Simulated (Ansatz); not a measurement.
# Au: random displacements

The task, for Au: compute energies and forces of randomly disturbed cells.

The COD cell was measured well above room temperature, so it is larger than a cold one.

Method: DFT LDA, scalar-relativistic, plane waves, PAW, in Ansatz 0.2.0.

## 1. The system as given

It takes space group Fm-3m (No. 225, cubic). The conventional cell has a = 4.091 Å, b = 4.091 Å, c = 4.091 Å, α = 90.00°, β = 90.00°, γ = 90.00°. Around Au (site symmetry m-3m) lie 12 Au at 2.89 Å.

Structure file:

```cif
data_structure
_symmetry_space_group_name_H-M 'P 1'
_symmetry_Int_Tables_number 1
_cell_length_a 5.7855
_cell_length_b 5.7855
_cell_length_c 5.7855
_cell_angle_alpha 60.000
_cell_angle_beta 60.000
_cell_angle_gamma 60.000
_cell_volume 136.94
loop_
_atom_site_label
_atom_site_type_symbol
_atom_site_fract_x
_atom_site_fract_y
_atom_site_fract_z
_atom_site_occupancy
Au1 Au 0.50000 0.50000 0.50000 1
Au2 Au 0.00000 0.50000 0.50000 1
Au3 Au 0.50000 0.00000 0.50000 1
Au4 Au 0.00000 0.00000 0.50000 1
Au5 Au 0.50000 0.50000 0.00000 1
Au6 Au 0.00000 0.50000 0.00000 1
Au7 Au 0.50000 0.00000 0.00000 1
Au8 Au 0.00000 0.00000 0.00000 1
```

The cell is taken as given, not relaxed at this level.

## 2. The undisturbed cell

Contents of input.yaml:

```yaml
crystal:
  lattice:
    - [-4.091, -4.091, 0.0]
    - [-4.091, 0.0, -4.091]
    - [0.0, -4.091, -4.091]
  atoms:
    - { symbol: Au, position: [0.5, 0.5, 0.5] }
    - { symbol: Au, position: [0.0, 0.5, 0.5] }
    - { symbol: Au, position: [0.5, 0.0, 0.5] }
    - { symbol: Au, position: [0.0, 0.0, 0.5] }
    - { symbol: Au, position: [0.5, 0.5, 0.0] }
    - { symbol: Au, position: [0.0, 0.5, 0.0] }
    - { symbol: Au, position: [0.5, 0.0, 0.0] }
    - { symbol: Au, position: [0.0, 0.0, 0.0] }
basis:
  ecutwfc: 420
kpoints:
  mp_grid: { grid: [10, 10, 10] }
hamiltonian:
  xc: lda
scf:
  occupations: { method: gaussian, width: 0.15 }
output:
  forces: true
  stress: true
  eigenvalues: true
  write_density: true
  write_potential: true
  elf: true
  volumetric_format: npy
```

On the command line:

```
> ansatz run input.yaml --threads 2 --pin off --max-ram 5120MiB --backend cpu --events-out ev --progress --plain --runs-dir out
```

## 3. The scan: random displacements

All atoms are moved at random with no net shift, in some cells together with a random strain.

## 4. At rms move = 0.046 Å

Contents of input.yaml:

```yaml
crystal:
  lattice:
    - [-3.9915227892, -3.7150102932, -0.1729676602]
    - [-4.3054238758, 0.1409334264, -4.2921143643]
    - [0.0170394566, -3.90501741, -4.1682203945]
  atoms:
    - { symbol: Au, position: [0.4961778513, 0.5003064117, 0.4988187811] }
    - { symbol: Au, position: [0.0052254559, 0.4987708579, 0.5045491369] }
    - { symbol: Au, position: [0.5009329091, 0.0010321264, 0.502721943] }
    - { symbol: Au, position: [-0.0011749726, -0.0015269827, 0.508519639] }
    - { symbol: Au, position: [0.5099392298, 0.4938102027, -0.0063531619] }
    - { symbol: Au, position: [-0.0025081428, 0.5062423682, -0.0146473077] }
    - { symbol: Au, position: [0.4949965227, 0.0060095486, -0.001882095] }
    - { symbol: Au, position: [-0.0035888534, -0.0046445328, 0.0082730646] }
basis:
  ecutwfc: 420
kpoints:
  mp_grid: { grid: [10, 10, 10] }
hamiltonian:
  xc: lda
scf:
  occupations: { method: gaussian, width: 0.15 }
output:
  forces: true
  stress: true
  eigenvalues: true
```

## 5. Point rms move = 0.051 Å

Contents of input.yaml:

```yaml
crystal:
  lattice:
    - [-4.3376756257, -4.4718973748, 0.1503375305]
    - [-4.161630585, -0.0257075102, -3.6959444846]
    - [0.0149633759, -4.3365232202, -3.7366153708]
  atoms:
    - { symbol: Au, position: [0.5080377254, 0.4904736466, 0.5051028028] }
    - { symbol: Au, position: [0.0082356317, 0.4976816321, 0.4999704149] }
    - { symbol: Au, position: [0.5006032448, 0.0076139117, 0.4909931258] }
    - { symbol: Au, position: [-0.0069331917, 4.04451e-05, 0.5052379817] }
    - { symbol: Au, position: [0.4964654609, 0.4990035923, 0.0047050461] }
    - { symbol: Au, position: [0.0036555508, 0.4933093678, 0.008304532] }
    - { symbol: Au, position: [0.4864427287, 0.0107927122, -0.0072236443] }
    - { symbol: Au, position: [0.0034928493, 0.0010846921, -0.007090259] }
basis:
  ecutwfc: 420
kpoints:
  mp_grid: { grid: [10, 10, 10] }
hamiltonian:
  xc: lda
scf:
  occupations: { method: gaussian, width: 0.15 }
output:
  forces: true
  stress: true
  eigenvalues: true
  write_density: true
  write_potential: true
  elf: true
  volumetric_format: npy
```

## 6. At rms move = 0.410 Å

Contents of input.yaml:

```yaml
crystal:
  lattice:
    - [-4.0702973441, -4.1449883453, -0.0075464348]
    - [-4.0587744377, -0.0190693412, -4.1029911013]
    - [0.0060630636, -4.1585978436, -4.1281235061]
  atoms:
    - { symbol: Au, position: [0.5059592635, 0.5242530096, 0.5348805514] }
    - { symbol: Au, position: [0.0640598705, 0.4577254485, 0.3926746313] }
    - { symbol: Au, position: [0.4514175943, -0.0016509316, 0.5298472586] }
    - { symbol: Au, position: [0.0038979404, 0.0167316291, 0.4906526914] }
    - { symbol: Au, position: [0.387023478, 0.5933533319, 0.0696182715] }
    - { symbol: Au, position: [0.0240815969, 0.4667184094, 0.0305037916] }
    - { symbol: Au, position: [0.5392562386, -0.0121646388, -0.0769458675] }
    - { symbol: Au, position: [0.0243040178, -0.0449662582, 0.0287686719] }
basis:
  ecutwfc: 420
kpoints:
  mp_grid: { grid: [10, 10, 10] }
hamiltonian:
  xc: lda
scf:
  occupations: { method: gaussian, width: 0.15 }
output:
  forces: true
  stress: true
  eigenvalues: true
```

## 7. At rms move = 0.290 Å

Contents of input.yaml:

```yaml
crystal:
  lattice:
    - [-4.1376707273, -4.0721538594, -0.0903668816]
    - [-3.9674022568, -0.2606353521, -4.0069912612]
    - [-0.0548386169, -4.1076821242, -4.2127879965]
  atoms:
    - { symbol: Au, position: [0.4615764289, 0.5330871911, 0.4852469581] }
    - { symbol: Au, position: [0.0365530024, 0.4497403266, 0.555424641] }
    - { symbol: Au, position: [0.5023361271, 0.0106799502, 0.4521246008] }
    - { symbol: Au, position: [-0.0185906591, -0.0210431233, 0.5499868102] }
    - { symbol: Au, position: [0.4518106197, 0.5055103834, -0.0417175797] }
    - { symbol: Au, position: [-0.0190302942, 0.5129115374, 0.0260286404] }
    - { symbol: Au, position: [0.5416067528, 0.0226134431, -0.0038143226] }
    - { symbol: Au, position: [0.0437380224, -0.0134997084, -0.0232797483] }
basis:
  ecutwfc: 420
kpoints:
  mp_grid: { grid: [10, 10, 10] }
hamiltonian:
  xc: lda
scf:
  occupations: { method: gaussian, width: 0.15 }
output:
  forces: true
  stress: true
  eigenvalues: true
```

(Steps that only read results are left out.)

Before running it: what results should come out?

**Answer**, as computed:

| quantity | value |
| --- | --- |
| costliest cell | 1516.6 meV/atom at an rms move of 0.410 Å |

What this shows: The cost runs from 24.8 to 1516.6 meV/atom. Energy over the square of the rms move lies between 5.1 and 20.2 eV/Å² per atom; a harmonic solid under isotropic random moves would keep it roughly constant, while strain and close contacts change it. The runs treat Au without spin-orbit coupling. Where forces pass 15 eV/Å atoms stand far too close, the PAW spheres overlap strongly and those numbers are rough.
